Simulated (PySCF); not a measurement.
# C2H4GeTe: NMR shieldings, spin-spin couplings, relativistic core levels, part 2 of 2

PySCF 2.14.0. Atoms count from 0.

## (6) Spin-spin couplings: PBE/pcJ-1 Ge:dyall-v2z Te:dyall-v2z, non-relativistic

Job settings and geometry (Å):

```
{"job": {"kind": "hj", "xc": "PBE", "basis": {"default": "pcJ-1", "Ge": "dyall-v2z", "Te": "dyall-v2z"}, "rel": "nr", "atoms": [3]}, "charge": 0, "multiplicity": 1}
C     -2.422233    -0.376821    -0.227920
C     -1.292377    -0.007785    -0.042929
Ge     0.521706     0.484254     0.208264
Te     1.949111    -1.438114    -0.533331
H     -3.418105    -0.682919    -0.383153
H      0.652678     0.861111     1.664604
H      0.715331     1.766688    -0.565484
H      3.302946    -0.597002    -0.144617
```

With the program's defaults for keys left out, this is: PBE/pcJ-1 Ge:dyall-v2z Te:dyall-v2z indirect spin-spin coupling, non-relativistic, Gaussian nuclei, gas phase.

The program printed:

```text
non-relativistic SCF
coarse grid: 35696 points
cycle   1  E = -8768.5392412600  dE = -2.306e+02  |g| = 9.403e+00  |ddm| = 3.501e+00
cycle   2  E = -8768.4133072288  dE =  1.259e-01  |g| = 3.396e+00  |ddm| = 1.789e+00
cycle   3  E = -8768.4296077436  dE = -1.630e-02  |g| = 2.537e+00  |ddm| = 2.291e+00
cycle   4  E = -8768.8814204532  dE = -4.518e-01  |g| = 5.613e-01  |ddm| = 1.363e+00
cycle   5  E = -8768.8938892646  dE = -1.247e-02  |g| = 1.990e-01  |ddm| = 2.790e-01
cycle   6  E = -8768.8963012379  dE = -2.412e-03  |g| = 1.556e-01  |ddm| = 2.377e-01
cycle   7  E = -8768.9023240862  dE = -6.023e-03  |g| = 2.520e-02  |ddm| = 1.011e-01
cycle   8  E = -8768.9024665646  dE = -1.425e-04  |g| = 5.823e-03  |ddm| = 4.207e-02
cycle   9  E = -8768.9024779197  dE = -1.136e-05  |g| = 8.254e-04  |ddm| = 1.064e-02
cycle  10  E = -8768.9024781481  dE = -2.284e-07  |g| = 2.082e-04  |ddm| = 1.532e-03
final grid: 70992 points
cycle  11  E = -8768.9026505100  dE = -1.397e-07  |g| = 6.258e-04  |ddm| = 1.457e-03
cycle  12  E = -8768.9026504213  dE =  8.878e-08  |g| = 7.252e-04  |ddm| = 1.026e-03
cycle  13  E = -8768.9026504812  dE = -5.998e-08  |g| = 5.061e-04  |ddm| = 9.205e-04
cycle  14  E = -8768.9026505241  dE = -4.285e-08  |g| = 2.776e-04  |ddm| = 4.330e-04
cycle  15  E = -8768.9026505422  dE = -1.812e-08  |g| = 3.923e-05  |ddm| = 1.885e-04
cycle  16  E = -8768.9026505425  dE = -2.728e-10  |g| = 6.636e-06  |ddm| = 3.719e-05
converged SCF energy = -8768.9026505425
two-component SCF
cycle   1  E = -8768.9026505425  dE = -8.769e+03  |FDS-SDF| = 6.636e-06
cycle   2  E = -8768.9026505425  dE =  7.276e-12  |FDS-SDF| = 8.388e-06
converged, E = -8768.9026505425

Indirect spin-spin couplings
  i        j     bonds      J/Hz   K/1e19 T2/J   anisotropy/Hz
  3 125Te   0  13C    3       -4.52        4.70       -26.9
  3 125Te   1  13C    2      -49.85       51.86       -29.4
  3 125Te   2  73Ge   1     -147.34    -1101.94       212.5
  3 125Te   4   1H    4        3.66       -0.96        -5.0
  3 125Te   5   1H    2       13.84       -3.62      -114.4
  3 125Te   6   1H    2       13.43       -3.52      -114.7
  3 125Te   7   1H    1       40.40      -10.57      -637.7
```

Run time: 26 s. Hardware: 1 thread of AMD EPYC, shared host; peak memory 1.1 GiB.

## (7) NMR shieldings: PBE/pcJ-1 Ge:dyall-v2z Te:dyall-v2z, spin-free

The job, as its differences from that of step 6:

```diff
@@ -1,2 +1,2 @@
-{"job": {"kind": "hj", "xc": "PBE", "basis": {"default": "pcJ-1", "Ge": "dyall-v2z", "Te": "dyall-v2z"}, "rel": "nr", "atoms": [3]}, "charge": 0, "multiplicity": 1}
+{"job": {"kind": "hnmr", "xc": "PBE", "basis": {"default": "pcJ-1", "Ge": "dyall-v2z", "Te": "dyall-v2z"}, "rel": "sf"}, "charge": 0, "multiplicity": 1}
 C     -2.422233    -0.376821    -0.227920
```

Method: PBE/pcJ-1 Ge:dyall-v2z Te:dyall-v2z GIAO NMR shielding, spin-free X2C, Gaussian nuclei, gas phase.

The program printed:

```text
spin-free SCF
coarse grid: 35696 points
cycle   1  E = -8970.3550127796  dE =  3.545e-02  |g| = 7.583e-01  |ddm| = 2.729e+00
cycle   2  E = -8970.2309958350  dE =  1.240e-01  |g| = 1.238e+00  |ddm| = 1.247e+00
cycle   3  E = -8970.4276040294  dE = -1.966e-01  |g| = 7.635e-02  |ddm| = 8.456e-01
cycle   4  E = -8970.4275600257  dE =  4.400e-05  |g| = 6.506e-02  |ddm| = 1.579e-01
cycle   5  E = -8970.4283214750  dE = -7.614e-04  |g| = 4.593e-02  |ddm| = 9.498e-02
cycle   6  E = -8970.4288218995  dE = -5.004e-04  |g| = 9.915e-03  |ddm| = 3.158e-02
cycle   7  E = -8970.4288480049  dE = -2.611e-05  |g| = 2.965e-03  |ddm| = 1.433e-02
cycle   8  E = -8970.4288499305  dE = -1.926e-06  |g| = 4.456e-04  |ddm| = 3.316e-03
final grid: 70992 points
cycle   9  E = -8970.4298678513  dE = -6.039e-06  |g| = 4.891e-03  |ddm| = 1.412e-03
cycle  10  E = -8970.4298677945  dE =  5.681e-08  |g| = 8.337e-04  |ddm| = 6.341e-04
cycle  11  E = -8970.4298673277  dE =  4.667e-07  |g| = 1.684e-03  |ddm| = 1.284e-03
cycle  12  E = -8970.4298677967  dE = -4.690e-07  |g| = 5.942e-04  |ddm| = 1.194e-03
cycle  13  E = -8970.4298678748  dE = -7.809e-08  |g| = 4.866e-05  |ddm| = 3.444e-04
cycle  14  E = -8970.4298678750  dE = -2.437e-10  |g| = 5.668e-06  |ddm| = 3.863e-05
converged SCF energy = -8970.4298678750
check of the scalar solution
cycle   1  E = -8970.4298678750  dE = -8.970e+03  |FDS-SDF| = 5.668e-06
cycle   2  E = -8970.4298678750  dE =  4.547e-11  |FDS-SDF| = 1.109e-05
converged, E = -8970.4298678750

Field gradients (au) and densities at the nuclei (bohr^-3)
atom        Vxx        Vyy        Vzz        centre      nuclear mean
  0 C      0.1268     0.1539    -0.2807        126.410        126.408
  1 C      0.1272     0.1310    -0.2582        126.406        126.404
  2 Ge     0.0399     0.8648    -0.9047      29278.582      29249.111
  3 Te     2.6463     6.0908    -8.7371     224972.539     218149.115
  4 H     -0.1880    -0.1891     0.3771          0.474          0.474
  5 H     -0.0754    -0.0770     0.1524          0.423          0.423
  6 H     -0.0753    -0.0770     0.1523          0.423          0.423
  7 H     -0.0693    -0.0921     0.1614          0.399          0.399
without picture change
  2 Ge                          -0.9322                     45069.701
  3 Te                          -9.4705                    486164.881

Core orbital energies (eV)
atom   shell        mean    spread
  2 Ge 1s       -10949.178   0.000
  2 Ge 2s        -1370.338   0.000
  2 Ge 3s         -168.306   0.000
  2 Ge 4s          -16.199   0.000
  2 Ge 2p        -1197.462   0.031
  2 Ge 3p         -115.502   0.097
  2 Ge 3d          -29.336   0.154
  3 Te 1s       -31565.668   0.000
  3 Te 2s        -4840.487   0.000
  3 Te 3s         -963.036   0.000
  3 Te 4s         -163.598   0.000
  3 Te 5s          -16.254   0.000
  3 Te 2p        -4348.463   0.055
  3 Te 3p         -802.700   0.145
  3 Te 4p         -113.839   0.394
  3 Te 3d         -558.720   0.118
  3 Te 4d          -41.129   0.446

Shielding tensors (ppm)
atom      isotropic    diamagn.    paramagn.     s11        s22        s33       span
  0 C        80.96      262.77     -181.81      -2.22      -0.95     246.05     248.26
  1 C        95.08      255.11     -160.04      -5.77       0.72     290.28     296.05
  2 Ge     1482.13     2768.91    -1286.78    1392.34    1457.63    1596.42     204.08
  3 Te     3637.74     5416.90    -1779.16    3040.87    3458.54    4413.80    1372.93
  4 H        29.77       31.64       -1.87      24.38      24.52      40.41      16.03
  5 H        26.18       27.82       -1.64      18.54      20.98      39.01      20.47
  6 H        26.17       27.81       -1.64      18.53      20.98      39.00      20.47
  7 H        30.77       28.22        2.56      18.92      24.81      48.58      29.66
```

It took 31 s on 1 thread of AMD EPYC, shared host; peak memory 1.1 GiB.

## (8) Spin-spin couplings: PBE/pcJ-1 Ge:dyall-v2z Te:dyall-v2z, spin-free

The job, as its differences from that of step 7:

```diff
@@ -1,2 +1,2 @@
-{"job": {"kind": "hnmr", "xc": "PBE", "basis": {"default": "pcJ-1", "Ge": "dyall-v2z", "Te": "dyall-v2z"}, "rel": "sf"}, "charge": 0, "multiplicity": 1}
+{"job": {"kind": "hj", "xc": "PBE", "basis": {"default": "pcJ-1", "Ge": "dyall-v2z", "Te": "dyall-v2z"}, "rel": "sf", "atoms": [3]}, "charge": 0, "multiplicity": 1}
 C     -2.422233    -0.376821    -0.227920
```

Method: PBE/pcJ-1 Ge:dyall-v2z Te:dyall-v2z indirect spin-spin coupling, X2C without spin-orbit coupling, Gaussian nuclei, gas phase.

The program printed:

```text
spin-free SCF
coarse grid: 35696 points
cycle   1  E = -8970.3550127796  dE =  3.545e-02  |g| = 7.583e-01  |ddm| = 2.729e+00
cycle   2  E = -8970.2309958350  dE =  1.240e-01  |g| = 1.238e+00  |ddm| = 1.247e+00
cycle   3  E = -8970.4276040294  dE = -1.966e-01  |g| = 7.635e-02  |ddm| = 8.456e-01
cycle   4  E = -8970.4275600257  dE =  4.400e-05  |g| = 6.506e-02  |ddm| = 1.579e-01
cycle   5  E = -8970.4283214750  dE = -7.614e-04  |g| = 4.593e-02  |ddm| = 9.498e-02
cycle   6  E = -8970.4288218995  dE = -5.004e-04  |g| = 9.915e-03  |ddm| = 3.158e-02
cycle   7  E = -8970.4288480049  dE = -2.611e-05  |g| = 2.965e-03  |ddm| = 1.433e-02
cycle   8  E = -8970.4288499305  dE = -1.926e-06  |g| = 4.456e-04  |ddm| = 3.316e-03
final grid: 70992 points
cycle   9  E = -8970.4298678513  dE = -6.039e-06  |g| = 4.891e-03  |ddm| = 1.412e-03
cycle  10  E = -8970.4298677945  dE =  5.681e-08  |g| = 8.337e-04  |ddm| = 6.341e-04
cycle  11  E = -8970.4298673277  dE =  4.667e-07  |g| = 1.684e-03  |ddm| = 1.284e-03
cycle  12  E = -8970.4298677967  dE = -4.690e-07  |g| = 5.942e-04  |ddm| = 1.194e-03
cycle  13  E = -8970.4298678748  dE = -7.809e-08  |g| = 4.866e-05  |ddm| = 3.444e-04
cycle  14  E = -8970.4298678750  dE = -2.437e-10  |g| = 5.668e-06  |ddm| = 3.863e-05
converged SCF energy = -8970.4298678750
two-component SCF
cycle   1  E = -8970.4298678739  dE = -8.970e+03  |FDS-SDF| = 5.668e-06
cycle   2  E = -8970.4298678739  dE =  3.820e-11  |FDS-SDF| = 1.109e-05
converged, E = -8970.4298678739

Indirect spin-spin couplings
  i        j     bonds      J/Hz   K/1e19 T2/J   anisotropy/Hz
  3 125Te   0  13C    3       -3.97        4.13       -30.5
  3 125Te   1  13C    2      -52.97       55.11       -38.1
  3 125Te   2  73Ge   1     -236.90    -1771.75       253.0
  3 125Te   4   1H    4        3.59       -0.94        -5.5
  3 125Te   5   1H    2       34.91       -9.14      -142.8
  3 125Te   6   1H    2       34.44       -9.01      -143.1
  3 125Te   7   1H    1      294.60      -77.09      -772.1
```

Wall time 61 s (1 thread of AMD EPYC, shared host); peak memory 1.1 GiB.

## (9) NMR shieldings: GIAO PBE/pcJ-1 Ge:def2-TZVP Te:def2-TZVP (core potentials), core potentials from Rb on, else non-relativistic

The job, as its differences from that of step 8:

```diff
@@ -1,2 +1,2 @@
-{"job": {"kind": "hj", "xc": "PBE", "basis": {"default": "pcJ-1", "Ge": "dyall-v2z", "Te": "dyall-v2z"}, "rel": "sf", "atoms": [3]}, "charge": 0, "multiplicity": 1}
+{"job": {"kind": "hnmr", "xc": "PBE", "basis": {"default": "pcJ-1", "Ge": "def2-TZVP", "Te": "def2-TZVP"}, "rel": "ecp", "pop": false}, "charge": 0, "multiplicity": 1}
 C     -2.422233    -0.376821    -0.227920
```

Method: GIAO PBE/pcJ-1 Ge:def2-TZVP Te:def2-TZVP NMR shielding, scalar-relativistic core potentials on the heavy atoms, no spin-orbit coupling, gas phase.

The program printed:

```text
coarse grid: 35696 points
cycle   1  E = -2418.4042257842  dE = -3.709e+01  |g| = 4.175e+00  |ddm| = 2.800e+01
cycle   2  E = -2310.8403997811  dE =  1.076e+02  |g| = 1.098e+01  |ddm| = 5.281e+01
cycle   3  E = -2422.9218425800  dE = -1.121e+02  |g| = 1.058e+00  |ddm| = 5.206e+01
cycle   4  E = -2422.9754020548  dE = -5.356e-02  |g| = 1.193e+00  |ddm| = 1.860e+00
cycle   5  E = -2423.1453644550  dE = -1.700e-01  |g| = 2.683e-01  |ddm| = 8.376e-01
cycle   6  E = -2423.1441283713  dE =  1.236e-03  |g| = 2.599e-01  |ddm| = 3.125e-01
cycle   7  E = -2423.1607900878  dE = -1.666e-02  |g| = 5.758e-02  |ddm| = 1.876e-01
cycle   8  E = -2423.1614379014  dE = -6.478e-04  |g| = 1.841e-02  |ddm| = 5.618e-02
cycle   9  E = -2423.1615099642  dE = -7.206e-05  |g| = 3.214e-03  |ddm| = 2.037e-02
cycle  10  E = -2423.1615126160  dE = -2.652e-06  |g| = 5.002e-04  |ddm| = 4.124e-03
final grid: 70992 points
cycle  11  E = -2423.1614583301  dE = -2.164e-07  |g| = 7.104e-04  |ddm| = 1.940e-03
cycle  12  E = -2423.1614580052  dE =  3.249e-07  |g| = 1.316e-03  |ddm| = 2.213e-03
cycle  13  E = -2423.1614584661  dE = -4.609e-07  |g| = 2.857e-04  |ddm| = 1.423e-03
cycle  14  E = -2423.1614584809  dE = -1.475e-08  |g| = 1.286e-04  |ddm| = 2.366e-04
cycle  15  E = -2423.1614584850  dE = -4.112e-09  |g| = 1.100e-05  |ddm| = 9.139e-05
cycle  16  E = -2423.1614584850  dE = -1.728e-11  |g| = 2.376e-06  |ddm| = 8.934e-06
converged SCF energy = -2423.1614584850

GIAO shielding tensors (ppm)
atom      isotropic    diamagn.    paramagn.     s11        s22        s33       span
  0 C       79.731     263.989    -184.259     -4.267     -2.860    246.319    250.586
  1 C       96.019     254.155    -158.137     -3.884      1.589    290.352    294.236
  2 Ge    1492.508    2757.094   -1264.586   1419.936   1461.976   1595.611    175.675
  3 Te         nan         nan         nan        nan        nan        nan        nan
  4 H       29.830      32.151      -2.321     24.495     24.601     40.393     15.898
  5 H       26.327      27.285      -0.958     18.835     21.192     38.954     20.119
  6 H       26.320      27.277      -0.957     18.825     21.190     38.945     20.121
  7 H       30.629      27.968       2.660     19.385     25.093     47.408     28.022
```

It took 46 s on 1 thread of AMD EPYC, shared host; peak memory 1.1 GiB.

An atom whose core is replaced by a potential has no meaningful shielding, so its row holds no numbers.

## (10) Shieldings side by side

| run | Te3 | Ge2 | H7 | C1 | C0 | H6 | H5 | time |
| --- | --- | --- | --- | --- | --- | --- | --- | --- |
| step 2, PBE/pcJ-1 Ge:dyall-v2z Te:dyall-v2z, spin–orbit | 4736.4 | 1809.9 | 38.7 | 99.3 | 82.4 | 26.9 | 26.9 | 2.1 min |
| step 5, PBE/pcJ-1 Ge:dyall-v2z Te:dyall-v2z, non-relativistic | 3745.2 | 1491.2 | 31.1 | 96.6 | 79.9 | 26.4 | 26.4 | 27 s |
| step 7, PBE/pcJ-1 Ge:dyall-v2z Te:dyall-v2z, spin-free | 3637.7 | 1482.1 | 30.8 | 95.1 | 81.0 | 26.2 | 26.2 | 31 s |
| step 9, GIAO PBE/pcJ-1 Ge:def2-TZVP Te:def2-TZVP (core potentials), core potentials from Rb on, else non-relativistic | – | 1492.5 | 30.6 | 96.0 | 79.7 | 26.3 | 26.3 | 46 s |

## (11) What came out

This closing draws on all 2 parts.

| quantity | value |
| --- | --- |
| energy from spin-orbit coupling (step 2, PBE/pcJ-1 Ge:dyall-v2z Te:dyall-v2z, spin–orbit) | -1.1324 Eh |
| shieldings (step 2, PBE/pcJ-1 Ge:dyall-v2z Te:dyall-v2z, spin–orbit) | C0 82.4, C1 99.3, Ge2 1809.9, Te3 4736.4 ppm |
| surface potential, 1st and 99th percentile | -0.71 V and 1.51 V |
| energy from spin-orbit coupling (step 3, PBE/pcJ-1 Ge:dyall-v2z Te:dyall-v2z, spin–orbit) | -1.1324 Eh |
| largest reduced coupling (step 3, PBE/pcJ-1 Ge:dyall-v2z Te:dyall-v2z, spin–orbit) | Te3–Ge2: J = -203.4 Hz, K = -1521·10¹⁹ T²/J |
| Te3 3d5/2 binding energy (step 4, PBE/pcJ-1 Ge:dyall-v2z Te:dyall-v2z, spin–orbit) | 576.1 eV, 3d3/2 586.6 eV |
| Ge2 2p3/2 binding energy (step 4, PBE/pcJ-1 Ge:dyall-v2z Te:dyall-v2z, spin–orbit) | 1219.0 eV, 2p1/2 1250.5 eV |
| energy from spin-orbit coupling (step 4, PBE/pcJ-1 Ge:dyall-v2z Te:dyall-v2z, spin–orbit) | -1.1324 Eh |
| shieldings (step 5, PBE/pcJ-1 Ge:dyall-v2z Te:dyall-v2z, non-relativistic) | C0 79.9, C1 96.6, Ge2 1491.2, Te3 3745.2 ppm |
| largest reduced coupling (step 6, PBE/pcJ-1 Ge:dyall-v2z Te:dyall-v2z, non-relativistic) | Te3–Ge2: J = -147.3 Hz, K = -1102·10¹⁹ T²/J |
| shieldings (step 7, PBE/pcJ-1 Ge:dyall-v2z Te:dyall-v2z, spin-free) | C0 81.0, C1 95.1, Ge2 1482.1, Te3 3637.7 ppm |
| largest reduced coupling (step 8, PBE/pcJ-1 Ge:dyall-v2z Te:dyall-v2z, spin-free) | Te3–Ge2: J = -236.9 Hz, K = -1772·10¹⁹ T²/J |
| shieldings (step 9, GIAO PBE/pcJ-1 Ge:def2-TZVP Te:def2-TZVP (core potentials), core potentials from Rb on, else non-relativistic) | C0 79.7, C1 96.0, Ge2 1492.5 ppm |

In step 2, Te3 has the widest tensor, 1600 ppm. By nearest atom (PBE/dyall-v2z+pcJ-1), the HOMO sits on Te3 80 %; H7 10 % and the LUMO on Te3 43 %; Ge2 20 %. Couplings to heavy atoms from non-relativistic runs lack large relativistic terms. The steps not marked spin–orbit leave spin-orbit coupling out. Te3 moves most between the runs, by 1099 ppm; the labels say what changes from run to run.
